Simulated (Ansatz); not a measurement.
# H5NOSeSi: shift of H7 from Si2 to N1

Aim: the minimum-energy path and barrier of the shift of H7 from Si2 to N1. The ends are relaxed first, then joined by a nudged elastic band. SMILES of the start: N[SiH](O)[SeH].

Program: Ansatz 0.2.0. Level of theory: RKS PBE/def2-SVP. These are calculated values, not measurements.

**1. The starting structure**

Bond lengths: N1–Si2 1.744 Å, Si2–O3 1.684 Å, Si2–Se4 2.228 Å, N1–H5 1.013 Å, N1–H6 1.105 Å, Si2–H7 1.475 Å, O3–H8 1.011 Å, Se4–H9 1.583 Å. Angles: N1–Si2–O3 107.9°, N1–Si2–Se4 111.2°, N1–Si2–H7 110.9°, O3–Si2–Se4 108.2°, O3–Si2–H7 108.5°, Se4–Si2–H7 110.1°, Si2–N1–H5 110.2°, Si2–N1–H6 107.3°, H5–N1–H6 104.3°, Si2–O3–H8 107.9°, Si2–Se4–H9 91.3°.

As a file:

```xyz
9

N    -0.5547    1.2924    0.5972
Si    0.2887    0.1771   -0.4444
O     1.7311   -0.2486    0.3140
Se   -0.8994   -1.6793   -0.7702
H    -0.8333    0.8289    1.4541
H    -1.5089    1.5469    0.1012
H     0.6100    0.8069   -1.7387
H     2.2525   -0.8387   -0.3201
H    -0.9974   -1.9318    0.7897
```

**2. Relaxing end A**

The input, input.yaml:

```yaml
crystal:
  periodic: [false, false, false]
  atoms:
    - { symbol: "N", position_ang: [-0.5547, 1.2924, 0.5972] }
    - { symbol: Si, position_ang: [0.2887, 0.1771, -0.4444] }
    - { symbol: O, position_ang: [1.7311, -0.2486, 0.314] }
    - { symbol: Se, position_ang: [-0.8994, -1.6793, -0.7702] }
    - { symbol: H, position_ang: [-0.8333, 0.8289, 1.4541] }
    - { symbol: H, position_ang: [-1.5089, 1.5469, 0.1012] }
    - { symbol: H, position_ang: [0.61, 0.8069, -1.7387] }
    - { symbol: H, position_ang: [2.2525, -0.8387, -0.3201] }
    - { symbol: H, position_ang: [-0.9974, -1.9318, 0.7897] }
basis:
  gaussian: { orbitals: def2-SVP }
hamiltonian:
  xc: pbe
relax:
  f_tol: 0.02
  max_steps: 50
output:
  orbitals: {}
```

Launch:

```bash
ansatz run input.yaml --threads 2 --pin off --max-ram 3072MiB --backend cpu --events-out ev --progress --plain --runs-dir out
```

Output (excerpt; [...] marks lines left out):

```text
Warning: RAYON_NUM_THREADS=2 ignored (pool sized by the plan → 2); use --threads N
[...]
Functional definition: PBE
[...]
1147 factors; their error is unknown
[...]
mean field -76816.71734188 eV, -2822.9622940728 hartree, gradient 1.8e-5 eV, S^2 0.000000; 0 other end points of the search recorded, 0 dependent functions left out
[...]
reference -76816.71737428 eV, -2822.9622952638 hartree; 34, 34 occupied and 69, 69 virtual orbitals, 1147 factors
relax step   1: F+E_penalty+E_count = -76816.71734188 eV  Δ(F+E_penalty+E_count) = +0.000e0 eV  max|allowed force component| = 2.119e0 eV/Å  Δτ_max = 0.0000 Å  (29 SCF iters, accepted)
[...]
Atom 1 at     0.228660     0.179147    -0.467532 Å, force     0.000940    -0.001843    -0.000830 eV/Å
Atom 2 at     1.697800    -0.124737     0.285362 Å, force    -0.000384    -0.000112    -0.000340 eV/Å
Atom 3 at    -0.770724    -1.881454    -0.911226 Å, force     0.000238     0.000231     0.000474 eV/Å
Atom 4 at    -0.630912     1.134298     1.559974 Å, force     0.000206     0.000387    -0.000322 eV/Å
Atom 5 at    -1.390299     1.806724     0.210745 Å, force     0.001045    -0.000434    -0.000442 eV/Å
Atom 6 at     0.295640     0.780955    -1.840857 Å, force    -0.000230     0.000347    -0.000306 eV/Å
Atom 7 at     2.038571    -1.010030     0.062275 Å, force     0.000344     0.000108     0.000117 eV/Å
Atom 8 at    -0.820490    -2.252077     0.527484 Å, force    -0.000166     0.000202    -0.000438 eV/Å
Dipole moment:    -0.156486     0.020440     0.235026 e Å
```

Run time: 25 s. Hardware: 2 threads of Arm Neoverse V1, shared host; peak memory 0.14 GiB.

The steps of the relaxation:

```
step  energy from step 1 (eV)  largest force component (eV/Å)
   1                   0.0000                          2.1194
   2                  -0.3167                          0.9303
   3                  -0.3964                          0.5796
   4                  -0.4578                          0.3386
   5                  -0.4702                          0.1747
   6                  -0.4757                          0.2518
   7                  -0.4776                          0.2059
  8x                  -0.4756                          0.3294
   9                  -0.4794                          0.0228
 10x                  -0.4783                          0.0798
  11                  -0.4796                          0.0224
  12                  -0.4796                          0.0021
```

Step 1 is the start. 2 steps were tried and not accepted (marked x).

After: Bond lengths: N1–Si2 1.725 Å, Si2–O3 1.679 Å, Si2–Se4 2.333 Å, N1–H5 1.023 Å, N1–H6 1.023 Å, Si2–H7 1.501 Å, O3–H8 0.974 Å, Se4–H9 1.487 Å. Angles: N1–Si2–O3 104.7°, N1–Si2–Se4 120.1°, N1–Si2–H7 107.4°, O3–Si2–Se4 107.5°, O3–Si2–H7 116.4°, Se4–Si2–H7 101.5°, Si2–N1–H5 119.6°, Si2–N1–H6 119.0°, H5–N1–H6 111.2°, Si2–O3–H8 111.6°, Si2–Se4–H9 92.9°.

**3. End point B**

The second end starts from a geometry with the move made by hand.

input.yaml, as its differences from that of step 2:

```diff
@@ -9,3 +9,3 @@
     - { symbol: H, position_ang: [-1.5089, 1.5469, 0.1012] }
-    - { symbol: H, position_ang: [0.61, 0.8069, -1.7387] }
+    - { symbol: H, position_ang: [0.21406, 1.94873, 0.35259] }
     - { symbol: H, position_ang: [2.2525, -0.8387, -0.3201] }
@@ -19,3 +19 @@
   max_steps: 50
-output:
-  orbitals: {}
```

Launch:

```bash
ansatz run input.yaml --threads 2 --pin off --max-ram 3072MiB --backend cpu --events-out ev --progress --plain --runs-dir out
```

Output (excerpt; [...] marks lines left out):

```text
Warning: RAYON_NUM_THREADS=2 ignored (pool sized by the plan → 2); use --threads N
[...]
[... 1 set-up line as earlier in the session ...]
[...]
1147 factors; their error is unknown
[...]
mean field -76813.72594318 eV, -2822.8523621985 hartree, gradient 5.3e-5 eV, S^2 0.000000; 0 other end points of the search recorded, 0 dependent functions left out
[...]
reference -76813.72597545 eV, -2822.8523633844 hartree; 34, 34 occupied and 69, 69 virtual orbitals, 1147 factors
[...]
Atom 4 at    -0.164200     0.934255     1.385614 Å, force     0.000465     0.000533     0.001147 eV/Å
Atom 5 at    -1.492083     1.143502     0.378783 Å, force    -0.002500    -0.000123     0.002945 eV/Å
Atom 6 at    -0.251813     2.288466     0.403391 Å, force    -0.001911     0.000323     0.001741 eV/Å
Atom 7 at     2.354109    -0.742445     0.104065 Å, force     0.003686    -0.001580     0.000656 eV/Å
Atom 8 at    -0.959045    -1.957478     0.619740 Å, force     0.001094    -0.002063     0.007373 eV/Å
Dipole moment:     0.096685     0.764148     0.642414 e Å
```

Wall time 34 s (2 threads of Arm Neoverse V1, shared host); peak memory 0.13 GiB.

Step by step:

```
step  energy from step 1 (eV)  largest force component (eV/Å)
   1                   0.0000                          6.4059
   2                  -1.3252                          3.3887
   3                  -2.0652                          0.9559
   4                  -2.2767                          1.0183
   5                  -2.3876                          0.6857
   6                  -2.4220                          0.1762
   7                  -2.4238                          0.3225
   8                  -2.4337                          0.3774
   9                  -2.4371                          0.0320
  10                  -2.4381                          0.0262
 11x                  -2.4356                          0.3459
  12                  -2.4389                          0.0132
 13x                  -2.4376                          0.2074
  14                  -2.4392                          0.0485
 15x                  -2.4388                          0.1214
  16                  -2.4395                          0.0250
  17                  -2.4395                          0.0095
```

Step 1 is the start. 3 steps were tried and not accepted (marked x).

After: Bond lengths: N1–Si2 2.086 Å, Si2–O3 1.738 Å, Si2–Se4 2.427 Å, N1–H5 1.034 Å, N1–H6 1.032 Å, N1–H7 1.031 Å, O3–H8 0.974 Å, Se4–H9 1.489 Å. Angles: N1–Si2–O3 84.7°, N1–Si2–Se4 89.5°, O3–Si2–Se4 101.7°, Si2–N1–H5 105.1°, Si2–N1–H6 109.0°, Si2–N1–H7 115.4°, H5–N1–H6 108.8°, H5–N1–H7 108.4°, H6–N1–H7 109.9°, Si2–O3–H8 111.0°, Si2–Se4–H9 94.2°.

**4. Nudged elastic band**

crystal.atoms is end A as relaxed above, and neb.final_atoms is end B, turned to lie on A. With 7 inner images the band has 9 in all. The start path is listed, through a guess of the saddle.

The input, input.yaml:

```yaml
crystal:
  periodic: [false, false, false]
  atoms:
    - { symbol: "N", position_ang: [-0.559646, 1.320973, 0.556575] }
    - { symbol: Si, position_ang: [0.22866, 0.179147, -0.467532] }
    - { symbol: O, position_ang: [1.6978, -0.124737, 0.285362] }
    - { symbol: Se, position_ang: [-0.770724, -1.881454, -0.911226] }
    - { symbol: H, position_ang: [-0.630912, 1.134298, 1.559974] }
    - { symbol: H, position_ang: [-1.390299, 1.806724, 0.210745] }
    - { symbol: H, position_ang: [0.29564, 0.780955, -1.840857] }
    - { symbol: H, position_ang: [2.038571, -1.01003, 0.062275] }
    - { symbol: H, position_ang: [-0.82049, -2.252077, 0.527484] }
basis:
  gaussian: { orbitals: def2-SVP }
hamiltonian:
  xc: pbe
neb:
  order_check: false
  images: 7
  f_tol: 0.03
  max_iterations: 60
  final_atoms:
    - { symbol: "N", position_ang: [-0.4358566, 1.17432156, -0.08264875] }
    - { symbol: Si, position_ang: [0.61893362, -0.32493152, -1.07791508] }
    - { symbol: O, position_ang: [1.52392923, -0.44593883, 0.40113098] }
    - { symbol: Se, position_ang: [-1.2135133, -1.86050506, -0.65928813] }
    - { symbol: H, position_ang: [-0.19392699, 1.05681015, 0.91582823] }
    - { symbol: H, position_ang: [-1.44753895, 1.00879147, -0.20082637] }
    - { symbol: H, position_ang: [-0.20380964, 2.13865891, -0.3631679] }
    - { symbol: H, position_ang: [2.39491071, -0.8519493, 0.24491271] }
    - { symbol: H, position_ang: [-0.95452808, -1.9414584, 0.80477432] }
  initial_path:
    images:
      - { positions_ang: [[-0.559646, 1.320973, 0.556575], [0.22866, 0.179147, -0.467532], [1.6978, -0.124737, 0.285362], [-0.770724, -1.881454, -0.911226], [-0.630912, 1.134298, 1.559974], [-1.390299, 1.806724, 0.210745], [0.29564, 0.780955, -1.840857], [2.038571, -1.01003, 0.062275], [-0.82049, -2.252077, 0.527484]] }
      - { positions_ang: [[-0.54344211, 1.30726951, 0.49596456], [0.25473229, 0.14189108, -0.49948444], [1.71576112, -0.17549225, 0.26592474], [-0.79816018, -1.86977314, -0.86171403], [-0.66804894, 1.07700192, 1.47425706], [-1.40413044, 1.72419413, 0.10597172], [0.29299485, 0.92080574, -1.56770755], [2.09961495, -1.0055304, -0.04228617], [-0.86072154, -2.16656759, 0.61187411]] }
      - { positions_ang: [[-0.52723823, 1.29356602, 0.43535412], [0.28080457, 0.10463515, -0.53143688], [1.73372224, -0.22624751, 0.24648748], [-0.82559636, -1.85809227, -0.81220206], [-0.70518587, 1.01970584, 1.38854012], [-1.41796188, 1.64166427, 0.00119844], [0.2903497, 1.06065648, -1.2945581], [2.16065891, -1.00103079, -0.14684734], [-0.90095307, -2.08105819, 0.69626422]] }
      - { positions_ang: [[-0.51103434, 1.27986253, 0.37474368], [0.30687686, 0.06737923, -0.56338932], [1.75168335, -0.27700276, 0.22705023], [-0.85303254, -1.84641141, -0.76269009], [-0.74232281, 0.96240976, 1.30282318], [-1.43179332, 1.5591344, -0.10357484], [0.28770455, 1.20050721, -1.02140865], [2.22170286, -0.99653119, -0.25140851], [-0.94118461, -1.99554878, 0.78065433]] }
      - { positions_ang: [[-0.49483046, 1.26615904, 0.31413324], [0.33294915, 0.03012331, -0.59534177], [1.76964447, -0.32775802, 0.20761297], [-0.88046872, -1.83473054, -0.71317813], [-0.77945974, 0.90511368, 1.21710624], [-1.44562476, 1.47660453, -0.20834812], [0.2850594, 1.34035795, -0.7482592], [2.28274682, -0.99203158, -0.35596968], [-0.98141615, -1.91003938, 0.86504444]] }
      - { positions_ang: [[-0.48008699, 1.24319967, 0.21493775], [0.40444526, -0.0586404, -0.71598509], [1.70821566, -0.35730322, 0.25599247], [-0.96372987, -1.84117417, -0.69970563], [-0.63307655, 0.9430378, 1.14178674], [-1.44610331, 1.35965127, -0.20646769], [0.16284214, 1.53993319, -0.65198638], [2.31078779, -0.95701101, -0.20574908], [-0.97469413, -1.91789413, 0.84997691]] }
      - { positions_ang: [[-0.46534353, 1.2202403, 0.11574225], [0.47594138, -0.14740411, -0.83662842], [1.64678685, -0.38684842, 0.30437198], [-1.04699101, -1.8476178, -0.68623313], [-0.48669337, 0.98096192, 1.06646723], [-1.44658185, 1.242698, -0.20458725], [0.04062488, 1.73950843, -0.55571355], [2.33882877, -0.92199044, -0.05552849], [-0.96797212, -1.92574889, 0.83490938]] }
      - { positions_ang: [[-0.45060007, 1.19728093, 0.01654675], [0.5474375, -0.23616781, -0.95727175], [1.58535804, -0.41639363, 0.35275148], [-1.13025215, -1.85406143, -0.67276063], [-0.34031018, 1.01888604, 0.99114773], [-1.4470604, 1.12574474, -0.20270681], [-0.08159238, 1.93908367, -0.45944073], [2.36686974, -0.88696987, 0.09469211], [-0.9612501, -1.93360364, 0.81984185]] }
      - { positions_ang: [[-0.4358566, 1.17432156, -0.08264875], [0.61893362, -0.32493152, -1.07791508], [1.52392923, -0.44593883, 0.40113098], [-1.2135133, -1.86050506, -0.65928813], [-0.19392699, 1.05681015, 0.91582823], [-1.44753895, 1.00879147, -0.20082637], [-0.20380964, 2.13865891, -0.3631679], [2.39491071, -0.8519493, 0.24491271], [-0.95452808, -1.9414584, 0.80477432]] }
```

Launch:

```bash
ansatz run input.yaml --threads 2 --pin off --max-ram 3072MiB --backend cpu --events-out ev --progress --plain --runs-dir out
```

Output (excerpt; [...] marks lines left out):

```text
Warning: RAYON_NUM_THREADS=2 ignored (pool sized by the plan → 2); use --threads N
[...]
[... 1 set-up line as earlier in the session ...]
[...]
1147 factors; their error is unknown
[...]
mean field -76817.19691890 eV, -2822.9799182034 hartree, gradient 6.9e-5 eV, S^2 0.000000; 0 other end points of the search recorded, 0 dependent functions left out
[...]
reference -76817.19695196 eV, -2822.9799194183 hartree; 34, 34 occupied and 69, 69 virtual orbitals, 1147 factors
[...]
Atom 5 at    -1.565595     1.250218     0.280564 Å, force    -0.000523     0.001246     0.005254 eV/Å
Atom 6 at     0.026819     1.455174    -1.034773 Å, force     0.000832    -0.000081    -0.000741 eV/Å
Atom 7 at     2.353788    -0.870420     0.085362 Å, force     0.000201     0.000583     0.000350 eV/Å
Atom 8 at    -0.949285    -2.269668     0.498295 Å, force    -0.000005    -0.000141    -0.000986 eV/Å
Dipole moment:     0.063172     0.329626     0.327902 e Å
this run last wrote the band of iteration 22 to <dir>; this run last wrote the band within `neb.f_tol` of iteration 21 to <dir>
```

Wall time 4.1 min (2 threads of Arm Neoverse V1, shared host); peak memory 0.14 GiB.

**5. Images and barrier**

Images 0 and 8 are the ends. Energies count from image 0; the path length is the program's own measure over all atoms.

```
image  path (Å)  energy (eV)  H7–Si2 (Å)  H7–N1 (Å)  band force (eV/Å)
    0     0.000       0.0000        1.50       2.60                  -
    1     0.666       0.0298        1.50       2.67              0.014
    2     1.333       0.0627        1.51       2.71              0.011
    3     1.999       1.0866        1.50       2.14              0.029
   4*     2.664       2.5998        1.64       1.44              0.009
    5     3.154       1.6402        2.02       1.06              0.018
    6     3.644       1.1541        2.47       1.03              0.014
    7     4.134       1.0394        2.69       1.03              0.011
    8     4.624       1.0314        2.69       1.03                  -
```

The star marks the climbing image.

image, energy (eV) and a bar:
```
        0      0.000 
        1      0.030 
        2      0.063 #
        3      1.087 #############
        4      2.600 ##############################
        5      1.640 ###################
        6      1.154 #############
        7      1.039 ############
        8      1.031 ############
```

The top of the band by iteration:

```
iteration  highest image above image 0 (eV)  largest band force (eV/Å)
        1                            4.2744                      8.220
        3                            2.5454                      1.240
        5                            2.6429                      0.988
        7                            2.6111                      0.333
        9                            2.6052                      0.436
       11                            2.6022                      0.340
       13                            2.6013                      0.134
       15                            2.6008                      0.084
       17                            2.6003                      0.073
       19                            2.6000                      0.037
       21                            2.5998                      0.025
       22                            2.5998                      0.029
```

The band as a trajectory file:

```xyz
9
image=0 dE=0.0000
N    -0.560    1.321    0.557
Si    0.229    0.179   -0.468
O     1.698   -0.125    0.285
Se   -0.771   -1.881   -0.911
H    -0.631    1.134    1.560
H    -1.390    1.807    0.211
H     0.296    0.781   -1.841
H     2.039   -1.010    0.062
H    -0.820   -2.252    0.527
9
image=1 dE=0.0298
N    -0.617    1.258    0.534
Si    0.237    0.156   -0.476
O     1.667   -0.102    0.366
Se   -0.827   -1.846   -0.983
H    -0.339    1.364    1.510
H    -1.598    1.489    0.376
H     0.441    0.715   -1.856
H     2.154   -0.889    0.063
H    -1.029   -2.192    0.448
9
image=2 dE=0.0627
N    -0.725    1.008    0.710
Si    0.223    0.105   -0.419
O     1.633   -0.222    0.430
Se   -0.911   -1.805   -1.039
H    -0.229    1.734    1.236
H    -1.627    1.354    0.375
H     0.483    0.847   -1.705
H     2.243   -0.851    0.007
H    -1.001   -2.216    0.388
9
image=3 dE=1.0866
N    -0.645    1.063    0.519
Si    0.260    0.028   -0.527
O     1.583   -0.368    0.432
Se   -1.004   -1.890   -0.998
H    -0.160    1.687    1.157
H    -1.601    1.305    0.278
H     0.263    1.242   -1.412
H     2.333   -0.875    0.079
H    -0.941   -2.238    0.455
9
image=4 dE=2.5998
N    -0.538    1.220    0.267
Si    0.385   -0.111   -0.728
O     1.566   -0.431    0.455
Se   -1.078   -1.933   -0.947
H    -0.113    1.642    1.106
H    -1.566    1.250    0.281
H     0.027    1.455   -1.035
H     2.354   -0.870    0.085
H    -0.949   -2.270    0.498
9
image=5 dE=1.6402
N    -0.501    1.244    0.146
Si    0.501   -0.246   -0.870
O     1.550   -0.473    0.474
Se   -1.116   -1.963   -0.887
H    -0.075    1.640    1.004
H    -1.531    1.240    0.219
H    -0.153    1.659   -0.771
H     2.370   -0.861    0.114
H    -0.957   -2.287    0.553
9
image=6 dE=1.1541
N    -0.453    1.236    0.033
Si    0.576   -0.312   -0.969
O     1.512   -0.531    0.470
Se   -1.176   -1.940   -0.811
H    -0.022    1.522    0.928
H    -1.471    1.122    0.163
H    -0.295    1.977   -0.661
H     2.389   -0.863    0.204
H    -0.971   -2.258    0.627
9
image=7 dE=1.0394
N    -0.420    1.212   -0.056
Si    0.620   -0.319   -1.049
O     1.486   -0.512    0.446
Se   -1.238   -1.845   -0.738
H    -0.002    1.285    0.886
H    -1.414    0.945    0.033
H    -0.355    2.128   -0.522
H     2.374   -0.872    0.275
H    -0.961   -2.068    0.708
9
image=8 dE=1.0314
N    -0.436    1.174   -0.083
Si    0.619   -0.325   -1.078
O     1.524   -0.446    0.401
Se   -1.214   -1.861   -0.659
H    -0.194    1.057    0.916
H    -1.448    1.009   -0.201
H    -0.204    2.139   -0.363
H     2.395   -0.852    0.245
H    -0.955   -1.941    0.805
```

**6. Frequencies at the highest image**

The geometry is the highest inner image of the first converged band.

The input, input.yaml:

```yaml
crystal:
  periodic: [false, false, false]
  atoms:
    - { symbol: "N", position_ang: [-0.538118, 1.220162, 0.267372] }
    - { symbol: Si, position_ang: [0.385415, -0.110606, -0.727853] }
    - { symbol: O, position_ang: [1.566101, -0.430581, 0.454704] }
    - { symbol: Se, position_ang: [-1.078, -1.932866, -0.946671] }
    - { symbol: H, position_ang: [-0.112526, 1.642385, 1.105799] }
    - { symbol: H, position_ang: [-1.565595, 1.250218, 0.280564] }
    - { symbol: H, position_ang: [0.026819, 1.455174, -1.034773] }
    - { symbol: H, position_ang: [2.353788, -0.87042, 0.085362] }
    - { symbol: H, position_ang: [-0.949285, -2.269668, 0.498295] }
basis:
  gaussian: { orbitals: def2-SVP }
hamiltonian:
  xc: pbe
phonons: {}
```

Launch:

```bash
ansatz run input.yaml --threads 2 --pin off --max-ram 3072MiB --backend cpu --events-out ev --progress --plain --runs-dir out
```

Output (excerpt; [...] marks lines left out):

```text
Warning: RAYON_NUM_THREADS=2 ignored (pool sized by the plan → 2); use --threads N
[...]
[... 1 set-up line as earlier in the session ...]
[...]
1147 factors; their error is unknown
[...]
mean field -76814.59717404 eV, -2822.8843793418 hartree, gradient 4.8e-5 eV, S^2 0.000000; 0 other end points of the search recorded, 0 dependent functions left out
[...]
reference -76814.59720734 eV, -2822.8843805658 hartree; 34, 34 occupied and 69, 69 virtual orbitals, 1147 factors
[...]
1147 factors; their error is unknown
[...]
WARN: phonons: modes at or below zero, which the zero-point energy, F, S and C_V leave out: 1, the lowest at -1324.11 cm⁻¹. A minimum has none, and a first-order saddle one
[...]
Atom 5 at    -1.565595     1.250218     0.280564 Å, force    -0.000531     0.001249     0.005240 eV/Å
Atom 6 at     0.026819     1.455174    -1.034773 Å, force     0.000844    -0.000078    -0.000748 eV/Å
Atom 7 at     2.353788    -0.870420     0.085362 Å, force     0.000215     0.000605     0.000348 eV/Å
Atom 8 at    -0.949285    -2.269668     0.498295 Å, force     0.000034    -0.000159    -0.001009 eV/Å
Dipole moment:     0.063164     0.329618     0.327902 e Å
Vibrations: -1324.11 41.92 166.75 202.67 218.57 266.08 287.06 346.33 515.44 560.55 644.49 657.73 807.34 851.15 1020.94 1394.44 1792.65 2328.98 3380.04 3532.31 3740.81 cm⁻¹, zero-point energy 1.410708 eV
```

Wall time 56 s (2 threads of Arm Neoverse V1, shared host); peak memory 0.12 GiB.

Of 21 modes, 1 is imaginary by more than 30 cm⁻¹ (1324i cm⁻¹).

[end of part 1 of 2]
